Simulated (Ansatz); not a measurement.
# HfMoC2 (P4/mmm) in Ansatz: notebook

Aim: see how the results for HfMoC2 move with the level of theory and the settings. Levels: HSE06, PBE0. Tasks: relaxation of cell and atoms, single point.

Everything below comes from runs of Ansatz 0.2.0. Logs are shortened: lines on timing, memory, paths and dates and some standing lists are left out, and cuts for length are marked.

### 1 Starting point

It takes space group P4/mmm (No. 123, tetragonal). The conventional cell has a = 3.191 Å, b = 3.191 Å, c = 4.485 Å, α = 90.00°, β = 90.00°, γ = 90.00°. Hf (site symmetry 4/mmm) has 6 C at 2.24 to 2.26 Å as nearest neighbours. Mo (site symmetry 4/mmm) is surrounded by 6 C at 2.24 to 2.26 Å. C (site symmetry 4/mmm) is surrounded by 2 Mo at 2.24 Å and 4 Hf at 2.26 Å. Around C (site symmetry 4/mmm) lie 2 Hf at 2.24 Å and 4 Mo at 2.26 Å.

The cell comes from a database or a generator and needn't be the stable form of this composition.

### 2 Relaxation of cell and atoms, HSE06

input

```
crystal:
  lattice:
    - [3.191423, 0.0, 0.0]
    - [0.0, 3.191423, 0.0]
    - [0.0, 0.0, 4.485164]
  atoms:
    - { symbol: Hf, position: [0.0, 0.0, 0.0] }
    - { symbol: Mo, position: [0.5, 0.5, 0.5] }
    - { symbol: C, position: [0.5, 0.5, 0.0] }
    - { symbol: C, position: [0.0, 0.0, 0.5] }
hamiltonian:
  xc: hse06
  pseudopotentials: { kind: paw }
kpoints:
  mp_grid: { grid: [6, 6, 4] }
scf:
  occupations: { method: fermi_dirac, width: 0.05 }
output:
  forces: true
  stress: true
  eigenvalues: true
relax:
  f_tol: 0.01
  max_steps: 40
  cell: { stress_tol: 0.05 }
```

Potentials or basis: Ansatz PAW.

Output:

```text
GPUs: using 1 of 1 available (devices: 1).
Engine: ansatz 0.2.0, x86_64-unknown-linux-gnu
Pseudopotentials: kind: paw
Pseudopotential: Hf, paw, valence charge 26, recommended cutoff 420 eV (normal), Hf.paw.azcp
Pseudopotential: Mo, paw, valence charge 14, recommended cutoff 420 eV (normal), Mo.paw.azcp
Pseudopotential: C, paw, valence charge 4, recommended cutoff 420 eV (normal), C.paw.azcp
Functional definition: HSE06
  parameter a = 0.25
  parameter omega = 0.11/bohr
  exchange = pbe_x - a*pbe_x_sr(omega) + a*exact_x_sr(omega)
  correlation = pbe_c
device memory: the entry about to start is reckoned to put 0.7 GiB on a device that reports 74.6 GiB free (of which the cap on the GPU budget leaves the run 18.0 GiB)
GPU FFT provider: cuFFT
GPU libraries: cuBLAS 13.8.2, cuFFT 12.4.0, cuSOLVER 12.3.4
Crystal: 4 atoms, lattice volume = 45.682 Å³
Basis set: ecut = 420 eV, 903 PW (Γ), exchange–correlation on 48×48×60 points (8 copies of the dense FFT grid, shifted against one another)
Bands: 29, of which v1, the nominal top of the filled ones, is band 24 counted from 1 (23 counted from 0)
Symmetry: 16 space group operations
Space group: P4/mmm (ITA 123), of the structure as read, at distance tolerance 3.6e-5 Å
k-points: 30 of 144
Non-local potential: Hf, projectors of the file, l = 0: 3, l = 1: 2, l = 2: 2, l = 3: 3
Non-local potential: Mo, projectors of the file, l = 0: 3, l = 1: 2, l = 2: 2, l = 3: 1
Non-local potential: C, projectors of the file, l = 0: 2, l = 1: 2, l = 2: 1
PAW form: soft (Blöchl's): semilocal exchange-correlation on the pseudo side does not see the compensation charge
PAW frozen core: Hf, regenerated for the run's functional, and the local potential with it (the file was generated under x = pbe(κ = 0.804, μ = 0.2195149727645171), c = pbe(β = 0.06672455060314922))
PAW frozen core: Mo, regenerated for the run's functional, and the local potential with it (the file was generated under x = pbe(κ = 0.804, μ = 0.2195149727645171), c = pbe(β = 0.06672455060314922))
PAW frozen core: C, regenerated for the run's functional, and the local potential with it (the file was generated under x = pbe(κ = 0.804, μ = 0.2195149727645171), c = pbe(β = 0.06672455060314922))
PAW one-centre angular grid: Hf, 590 points (default); XC on 64 Gauss nodes
PAW one-centre angular grid: Mo, 590 points (default); XC on 64 Gauss nodes
PAW one-centre angular grid: C, 110 points (default); XC on 64 Gauss nodes
Initial density: superposition of atomic densities (neutral atoms: chi_scale 0, normalization atom), corrected by the library's trained network
Initial wavefunctions: pseudopotential atomic-orbital guess
GPU buffer pool allocated for 17280 grid points (all kernels)
GPU transforms: local potential and band sums: pruned to the plane-wave sphere, on 24×24×30
Functional: x = pbe(κ = 0.804, μ = 0.2195149727645171), c = pbe(β = 0.06672455060314922), warm-up for x = pbe(κ = 0.804, μ = 0.2195149727645171) + 0.25 (exact − pbe) at short range (hse, ω = 0.20786987370883472 Å⁻¹), c = pbe(β = 0.06672455060314922); HSE06 as pw.x's `hse` composes it (authors' and Libxc's form: `xc: wpbeh`)
SCF iter   1: F=—  HF=-21180.619619 eV  |F-HF|=—  |Δ(HF+E_count)|=         —  Δρ=1.05e-2  dr2=9.93e-2  ethr=1.77e-3  ⟨swp⟩=5.1  Hψ=3387  notcnv=0
preconditioner: auto → Kerker (q_TF=auto, 2.751 Å⁻¹)  [metal: Δε(μ)=0.118 eV  Ē_g=17.348 eV  σ=0.050 eV  W_gap=0.42  n_scr=14 (ndim 8)  ℏωp=36.4 eV  f_vac=0.000  D(μ)=2.74/eV (n_scr^D=28)]
SCF iter   2: F=—  HF=-21180.608304 eV  |F-HF|=—  |Δ(HF+E_count)|=   1.13e-2  Δρ=5.68e-3  dr2=3.13e-2  ethr=2.07e-4  ⟨swp⟩=2.0  Hψ=1714  notcnv=0
iter 3 solved again at ethr=1.30e-6 eV; its pass at ethr=6.52e-5 eV (dr2=6.22e-4 eV) is discarded
SCF iter   3: F=—  HF=-21180.603935 eV  |F-HF|=—  |Δ(HF+E_count)|=   4.37e-3  Δρ=1.25e-3  dr2=6.41e-4  ethr=1.30e-6  ⟨swp⟩=3.6  Hψ=3912  notcnv=0  defer=1
SCF iter   4: F=—  HF=-21180.603464 eV  |F-HF|=—  |Δ(HF+E_count)|=   4.71e-4  Δρ=8.26e-4  dr2=2.18e-4  ethr=1.30e-6  ⟨swp⟩=4.0  Hψ=2232  notcnv=0
SCF iter   5: F=—  HF=-21180.603399 eV  |F-HF|=—  |Δ(HF+E_count)|=   6.49e-5  Δρ=2.09e-4  dr2=4.17e-5  ethr=4.55e-7  ⟨swp⟩=3.2  Hψ=2043  notcnv=0
SCF iter   6: F=—  HF=-21180.603393 eV  |F-HF|=—  |Δ(HF+E_count)|=   6.25e-6  Δρ=6.97e-5  dr2=3.65e-6  ethr=8.68e-8  ⟨swp⟩=3.0  Hψ=1667  notcnv=0
SCF iter   7: F=—  HF=-21180.603392 eV  |F-HF|=—  |Δ(HF+E_count)|=   2.25e-7  Δρ=1.80e-5  dr2=1.41e-7  ethr=7.61e-9  ⟨swp⟩=3.5  Hψ=1835  notcnv=0
[... 343 lines left out ...]
iter 1 solved again at ethr=1.00e-12 eV; its pass at ethr=1.00e-1 eV (dr2=7.75e-12 eV) is discarded
SCF iter   1: F=—  HF=-21182.802110 eV  |F-HF|=—  |Δ(HF+E_count)|=         —  Δρ=1.69e-7  dr2=8.13e-12  ethr=1.16e-12 (applied; sched 1.00e-12)  ⟨swp⟩=17.1  Hψ=4739  notcnv=5
preconditioner: auto → Kerker (q_TF=auto, 2.761 Å⁻¹)  [metal: Δε(μ)=0.041 eV  Ē_g=17.610 eV  σ=0.050 eV  W_gap=0.20  n_scr=14 (ndim 8)  ℏωp=34.2 eV  f_vac=0.000  D(μ)=2.41/eV (n_scr^D=20)]
SCF iter   2: F=-21182.802110 eV  HF=-21182.802110 eV  |F-HF|=3.64e-12  |Δ(HF+E_count)|=    0.00e0  Δρ=7.76e-8  dr2=1.94e-12  ethr=1.00e-12  ⟨swp⟩=2.0  Hψ=1606  notcnv=0
SCF 22 converged in 2 iterations: F = -21182.802110 eV  dr2 = 1.94e-12
hybrid outer 1: dexx = +2.842e-13 eV, tail = 2.81e-12 eV
GPU FFT provider: cuFFT
GPU libraries: cuBLAS 13.8.2, cuFFT 12.4.0, cuSOLVER 12.3.4
GPU buffer pool allocated for 17280 grid points (all kernels)
GPU transforms: local potential and band sums: pruned to the plane-wave sphere, on 24×24×30
Exchange kernel: α = 0.2500, screened, ω = 0.2079 Å⁻¹, Wigner–Seitz truncation, v(0) = 1043.4877 eV·Å³, q-mesh 6×6×4, nearest image of the exchange supercell L = 17.95 Å, pair-density grid 15×15×24, without the augmentation charges, whose exchange is taken in its separable form by FFT convolution over the k-point mesh (sized by the pseudopotential files, 24×24×30 at the most), smooth part of the exact exchange by density-matrix convolution in up to 3.81 GiB of GPU memory as planned if the GPU has room (build and FFT work areas not counted)
Frozen-core exchange: fock
SCF iter   1: F=—  HF=-21182.802110 eV  |F-HF|=—  |Δ(HF+E_count)|=         —  Δρ=7.84e-8  dr2=1.11e-12  ethr=1.17e-12 (applied; sched 1.00e-12)  ⟨swp⟩=13.7  Hψ=2845  notcnv=0
preconditioner: auto → Kerker (q_TF=auto, 2.761 Å⁻¹)  [metal: Δε(μ)=0.041 eV  Ē_g=16.525 eV  σ=0.050 eV  W_gap=0.20  n_scr=14 (ndim 8)  ℏωp=34.2 eV  f_vac=0.000  D(μ)=2.41/eV (n_scr^D=20)]
SCF iter   2: F=-21182.802110 eV  HF=-21182.802110 eV  |F-HF|=3.64e-12  |Δ(HF+E_count)|=  3.64e-12  Δρ=4.00e-8  dr2=3.34e-13  ethr=1.00e-12  ⟨swp⟩=2.0  Hψ=1606  notcnv=0
SCF 23 converged in 2 iterations: F = -21182.802110 eV  dr2 = 3.34e-13
  Residual-converged pass: ⟨swp⟩=2.0  Hψ=1157  notcnv=0  max |occ|·‖R‖ = 1.3e-7 eV (tolerance 1.3e-7 eV)  dr2=3.30e-13  dr2_onsite=3.52e-14  max |Δocc| = 2.6e-13
hybrid outer 2: dexx = +1.137e-13 eV, tail = 7.36e-13 eV, Δε = 4.80e-7 eV (about 4.80e-7 eV left of the loop's levels)
relax step   7: F+E_penalty+E_count = -21182.80210955 eV  Δ(F+E_penalty+E_count) = -7.276e-12 eV  max|allowed force component| = 1.099e-25 eV/Å  Δτ_max = 0.0000 Å  P = -0.001 GPa  Ω = 44.684 Å³  stress off target by 1.32e-3 GPa  SCF on the basis re-selected at this cell (its energy is not comparable with the rows above)  (4 SCF iters)
basis re-selected at this cell: Δ(F+E_penalty+E_count) = -7.276e-12 eV, ΔP = -0.000 GPa vs the last step (what re-selecting the basis moved, of the pressure what is left beyond the Pulay correction that the steps carried, after the strain that the cell walked since its last selection, with what the two solves' SCF thresholds leave and, on support functions, any second-order correction that the steps lacked; it is no measure of the basis error at this ecutwfc). This SCF's stress stands 1.32e-3 GPa from its target on what of the cell is left free (relax.cell.stress_tol is 5.00e-2 GPa) and its largest allowed force component is 1.10e-25 eV/Å (relax.f_tol is 1.00e-2 eV/Å): within both
hybrid SCF converged: 2 outer / 4 inner (+0 warm-up), last move |dexx| = 1.14e-13 eV, tail = 7.36e-13 eV
Stability not checked: this state was not tested for a lower state beside it, because the functional holds exact exchange (a hybrid, or Hartree-Fock), whose exchange loop this test does not read (fock_operator; see scf.lower_state_search)
Free energy (F): -21182.802110 eV
Frozen-core exchange: fock
Harris-Foulkes:  -21182.802110 eV  (|F-HF|=3.64e-12)
Internal energy: -21182.782509 eV  (E = F + TS)
E sigma→0 (E₀):  -21182.792309 eV
Entropy (-TS):   -0.019601 eV (-4.900 meV/atom)
Fermi energy:    21.175605 eV
--- Per-component energies (eV) ---
  E_band       = -2.502032
  E_kinetic    = 1039.675147
  E_local      = -6056.155001  (includes V_loc(G=0)·N_el)
  E_nonlocal   = -1066.416115
  E_hartree    = 2760.747574
  E_xc         = -463.367552
  E_vxc        = -489.805446  (∫ρ·V_xc dr)
  E_exx        = -174.511904  (= α·E_x^exact, valence–valence)
  E_paw        = -10258.734156  (= ΣΔE_a)
  E_vpaw       = 1397.727972  (= ΣTr[D̂ρ^β])
  E_aug_tail   = 0.000071  (compensation charges beyond the density's cutoff)
  E_ewald      = -6964.698914
  E_core_change = 0.678341  (= ΣΔE_core)
  E_smearing   = -0.019601  (= −TS)
  E_closure    = -0.000000  (closes the sum)
  Σ components = -21182.802110   (vs F -21182.802110, Δ=-3.64e-12)
--- Forces (eV/Å), atoms counted from 1 ---
  atom   1  Hf     0.00000000    -0.00000000     0.00000000
  atom   2  Mo    -0.00000000    -0.00000000     0.00000000
  atom   3  C      0.00000000    -0.00000000     0.00000000
  atom   4  C      0.00000000     0.00000000     0.00000000
  max |Σ_I F_I| component: 1.81e-25 eV/Å
--- Stress (GPa, compression-positive) ---
       -0.000951       0.000000       0.000000
        0.000000      -0.000951       0.000000
        0.000000       0.000000      -0.001320
  P = ⅓ Tr σ = -0.0011 GPa (-0.011 kbar)
--- Band table (eV; the first three rows and the last of 30) ---
  k-point 0: bands = ["-45.3322", "-43.8686", "-17.9419", "-17.8895", "-17.8895", "-11.4672", "-11.0865", "-11.0865", "5.4589", "6.2326", "6.2484", "6.2484", "6.2538", "6.2860", "6.2917", "6.2917", "7.3801", "16.3824", "16.3861", "19.4197", "19.4197", "19.4239", "19.4239", "20.6146", "20.7360", "21.0243", "21.1471", "21.1471", "21.7144"]
  k-point 1: bands = ["-45.3316", "-43.8697", "-17.9350", "-17.8897", "-17.8897", "-11.4985", "-11.0885", "-11.0885", "5.9594", "6.2494", "6.2494", "6.2527", "6.2817", "6.2856", "6.2919", "6.2919", "7.5483", "15.3612", "16.6070", "17.4934", "18.7791", "18.7791", "19.1352", "19.1352", "20.2187", "20.6749", "22.4158", "22.4158", "24.9123"]
  k-point 2: bands = ["-45.3310", "-43.8707", "-17.9284", "-17.8898", "-17.8898", "-11.5296", "-11.0904", "-11.0904", "6.1332", "6.2503", "6.2503", "6.2516", "6.2852", "6.2921", "6.2921", "7.2027", "7.2476", "14.8884", "15.2637", "16.8926", "18.4433", "18.4433", "18.8524", "18.8524", "19.6702", "20.7374", "23.5687", "23.5687", "25.6625"]
  k-point 29: bands = ["-45.2817", "-43.8139", "-18.1788", "-18.1788", "-17.8674", "-11.6172", "-11.6172", "-11.3898", "6.1922", "6.2442", "6.2442", "6.2459", "6.2926", "6.2992", "6.2992", "8.1193", "8.4922", "15.6145", "15.8619", "15.8619", "16.0328", "16.0328", "16.0722", "22.2520", "22.2520", "23.0879", "24.5655", "24.5655", "25.4076"]
--- Relaxed structure (5 steps of the walk, 5 accepted, 2 SCFs on fresh bases) ---
  F+E_penalty+E_count = -21182.80210955 eV   max|allowed force component| = 1.099e-25 eV/Å   (the final SCF, on the basis selected at the relaxed cell)
  cell:  # Å, volume = 44.6839 Å³
    - [3.1555204177204006, 1.108204252106169e-35, 0.0]
    - [-1.6085752629056213e-34, 3.1555204177204006, 0.0]
    - [0.0, 0.0, 4.487545518741052]
  atoms:
    - { symbol: Hf, position: [9.797557306528421e-37, -1.4733168881997624e-38, 0.0] }
    - { symbol: Mo, position: [0.5, 0.5, 0.5] }
    - { symbol: C, position: [0.5, 0.5, 0.0] }
    - { symbol: C, position: [7.734913663048752e-37, -1.4733168881997624e-38, 0.5] }
```

Run time: 2.5 min. Hardware: 1 × NVIDIA H100 80GB HBM3 with 2 threads of AMD EPYC 7R13 (Zen 3), shared host; peak memory 2.7 GiB.

What came out:

* Free energy: -21182.8021 eV
* Relaxed volume: 11.17 Å³/atom
* Relaxed cell: a = 3.156 Å, b = 3.156 Å, c = 4.488 Å, α = 90.00°, β = 90.00°, γ = 90.00°
* Space group after relaxing (to 0.05 Å): P4/mmm (No. 123)
* Energy gained by relaxing: 6.9 meV/atom
* Ionic steps: 7
* Pressure after relaxing: 0.0 GPa
* Band gap on the k mesh: none (metal or under the smearing width)

The path:
| step | energy change (eV) | largest force (eV/Å) | volume (Å³) |
| --- | --- | --- | --- |
| 1 | 0.0000 | 0.0000 | 45.68 |
| 2 | -0.0226 | 0.0000 | 44.11 |
| 3 | -0.0288 | 0.0000 | 44.69 |
| 4 | -0.0290 | 0.0000 | 44.69 |
| 5 | -0.0274 | 0.0000 | 44.69 |
| 6 | -0.0274 | 0.0000 | 44.68 |
| 7 | -0.0274 | 0.0000 | 44.68 |

Final structure:
```yaml
crystal:
  lattice:
    - [3.15552, 0.00000, 0.00000]
    - [0.00000, 3.15552, 0.00000]
    - [0.00000, 0.00000, 4.48755]
  atoms:
    - { symbol: Hf, position: [0.00000, 0.00000, 0.00000] }
    - { symbol: Mo, position: [0.50000, 0.50000, 0.50000] }
    - { symbol: C, position: [0.50000, 0.50000, 0.00000] }
    - { symbol: C, position: [0.00000, 0.00000, 0.50000] }
```

Caveat: the plane-wave basis is chosen anew once the cell has moved, so the energies of steps on either side of that aren't comparable; the PAW data sets come from PBE, with cores solved anew for the run's functional, which leaves a small shift of forces and pressure. The run has no spin-orbit coupling, so splittings on Hf are missing.

(Part 1 of 2 ends here.)
